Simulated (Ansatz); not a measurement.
# C8H14O: one species, many methods

One table from this session's results is given with a row withheld; the runs are named, their logs left out.

Program: Ansatz 0.2.0, Gaussian basis. Level of theory: functionals in def2-TZVPP, the program's frozen cores in correlated methods. These are calculated values, not measurements.

The runs, in order: LDA (SPW92), PBE-D4, revPBE-D4, BLYP-D4, r2SCAN-D4, B97M-V, PBE0-D4, B3LYP-D4, r2SCANh-D4, r2SCAN0-D4, HSE06-D4, BHLYP-D4, CAM-B3LYP-D4, LC-ωPBE, ωB97X-V, ωB97M-V, B2PLYP, PBE-QIDH; CCSD(T)/def2-SVP; CCSD(T)/def2-TZVPP; MP2/def2-QZVPP; extrapolation to the limit; RPA on PBE.

## The relaxed structure

All runs share one geometry, relaxed beforehand with PBE0-D4 in a triple-zeta def2 set.

SMILES `CC(=O)CCC=C(C)C`, 23 atoms, charge 0, spin multiplicity 1.

Atoms are counted from 1 here; the program's logs count them from 0.

Bond lengths: C1–C2 1.505 Å, C1–H10 1.093 Å, C1–H11 1.095 Å, C1–H12 1.089 Å, C2–O3 1.206 Å, C2–C4 1.512 Å, C4–C5 1.524 Å, C4–H13 1.099 Å, C4–H14 1.096 Å, C5–C6 1.494 Å, C5–H15 1.094 Å, C5–H16 1.091 Å, C6–C7 1.334 Å, C6–H17 1.087 Å, C7–C8 1.497 Å, C7–C9 1.496 Å, C8–H18 1.091 Å, C8–H19 1.096 Å and more. Angles: C2–C1–H10 111.2°, C2–C1–H11 108.8°, C2–C1–H12 110.3°, H10–C1–H11 106.9°, H10–C1–H12 110.4°, H11–C1–H12 109.1°, C1–C2–O3 121.8°, C1–C2–C4 116.1°, O3–C2–C4 122.2°, C2–C4–C5 114.3°, C2–C4–H13 105.9°, C2–C4–H14 108.9°, C5–C4–H13 110.6°, C5–C4–H14 111.1°, H13–C4–H14 105.5°, C4–C5–C6 112.5°, C4–C5–H15 108.1°, C4–C5–H16 108.8° and more.

As a file:

```
C     0.3851    0.8459   -3.4731
C    -0.5541    0.7200   -2.3040
O    -1.6032    0.1313   -2.3930
C    -0.1094    1.3823   -1.0200
C    -0.8961    0.9514    0.2117
C    -0.6374   -0.4722    0.5849
C     0.0506   -0.9285    1.6325
C     0.2202   -2.3999    1.8532
C     0.7024   -0.0685    2.6692
H     0.7730    1.8638   -3.5616
H     1.2459    0.1907   -3.3056
H    -0.1155    0.5485   -4.3929
H    -0.2137    2.4635   -1.1861
H     0.9636    1.2083   -0.8837
H    -1.9616    1.0741   -0.0057
H    -0.6583    1.6264    1.0356
H    -1.0588   -1.2050   -0.0991
H    -0.2690   -2.9839    1.0726
H     1.2810   -2.6737    1.8753
H    -0.1978   -2.7009    2.8203
H     0.2991   -0.2931    3.6627
H     1.7764   -0.2785    2.7185
H     0.5775    0.9981    2.4883
```

The first run:

Contents of in.yaml:

```yaml
crystal:
  periodic: [false, false, false]
  atoms:
    - {symbol: C, position_ang: [0.385142, 0.845938, -3.473117]}
    - {symbol: C, position_ang: [-0.554090, 0.720010, -2.303982]}
    - {symbol: O, position_ang: [-1.603246, 0.131293, -2.392982]}
    - {symbol: C, position_ang: [-0.109449, 1.382321, -1.019979]}
    - {symbol: C, position_ang: [-0.896077, 0.951356, 0.211733]}
    - {symbol: C, position_ang: [-0.637397, -0.472170, 0.584885]}
    - {symbol: C, position_ang: [0.050626, -0.928520, 1.632480]}
    - {symbol: C, position_ang: [0.220247, -2.399909, 1.853239]}
    - {symbol: C, position_ang: [0.702365, -0.068494, 2.669234]}
    - {symbol: H, position_ang: [0.773031, 1.863766, -3.561642]}
    - {symbol: H, position_ang: [1.245883, 0.190656, -3.305604]}
    - {symbol: H, position_ang: [-0.115460, 0.548541, -4.392863]}
    - {symbol: H, position_ang: [-0.213721, 2.463478, -1.186140]}
    - {symbol: H, position_ang: [0.963595, 1.208337, -0.883738]}
    - {symbol: H, position_ang: [-1.961601, 1.074061, -0.005699]}
    - {symbol: H, position_ang: [-0.658333, 1.626389, 1.035595]}
    - {symbol: H, position_ang: [-1.058754, -1.205029, -0.099099]}
    - {symbol: H, position_ang: [-0.269011, -2.983874, 1.072606]}
    - {symbol: H, position_ang: [1.280993, -2.673710, 1.875324]}
    - {symbol: H, position_ang: [-0.197791, -2.700923, 2.820324]}
    - {symbol: H, position_ang: [0.299131, -0.293140, 3.662685]}
    - {symbol: H, position_ang: [1.776383, -0.278504, 2.718470]}
    - {symbol: H, position_ang: [0.577545, 0.998095, 2.488291]}
basis:
  gaussian: {orbitals: def2-TZVPP}
hamiltonian: {xc: lda}
output: {orbitals: {seedname: orbitals}}
```

On the command line:

```
$ ansatz run in.yaml --threads 4 --pin off --events-out ev --progress --plain --max-ram 46080MiB --backend cuda --devices 0, --max-vram 37GiB
```

Among the steps run: LDA; PBE-D4 (GGA); revPBE-D4 (GGA); BLYP-D4 (GGA); r2SCAN-D4 (meta-GGA); B97M-V (meta-GGA); B3LYP-D4 (hybrid); r2SCANh-D4 (hybrid); r2SCAN0-D4 (hybrid); HSE06-D4 (hybrid); BHLYP-D4 (hybrid); CAM-B3LYP-D4 (range-separated); LC-ωPBE (range-separated); ωB97X-V (range-separated); ωB97M-V (range-separated); B2PLYP (double hybrid); PBE-QIDH (double hybrid).

One table of the session follows, with a row left open; its other results are not shown here.

It belongs to the step «Frontier levels by functional». 

| functional | HOMO (eV) | gap (eV) |
| --- | --- | --- |
| LDA (SPW92) | -5.67 | 3.97 |
| PBE-D4 | -5.51 | 4.04 |
| revPBE-D4 | -5.45 | 4.07 |
| BLYP-D4 | -5.40 | 4.04 |
| r2SCAN-D4 | -5.72 | 4.52 |
| B97M-V | -5.79 | 4.69 |
| PBE0-D4 | -6.67 | 6.37 |
| B3LYP-D4 | ? | ? |
| r2SCANh-D4 | -6.15 | 5.38 |
| r2SCAN0-D4 | -6.79 | 6.64 |
| HSE06-D4 | -6.27 | 5.58 |
| BHLYP-D4 | -7.63 | 8.58 |
| CAM-B3LYP-D4 | -7.97 | 8.88 |
| LC-ωPBE | -9.32 | 11.48 |
| ωB97X-V | -8.96 | 11.02 |
| ωB97M-V | -8.88 | 10.81 |

Q: Estimate the row for B3LYP-D4 from the others.

Worked estimate for «HOMO (eV)». Against the share of exact exchange, BLYP-D4 (0, -5.40), BHLYP-D4 (0.5, -7.63) give a slope of -4.46 per unit share; at 0.2 the line stands at -6.29.

**Answer.** HOMO (eV): -6.47; gap (eV): 5.88. In «HOMO (eV)» the line misses by +0.18.
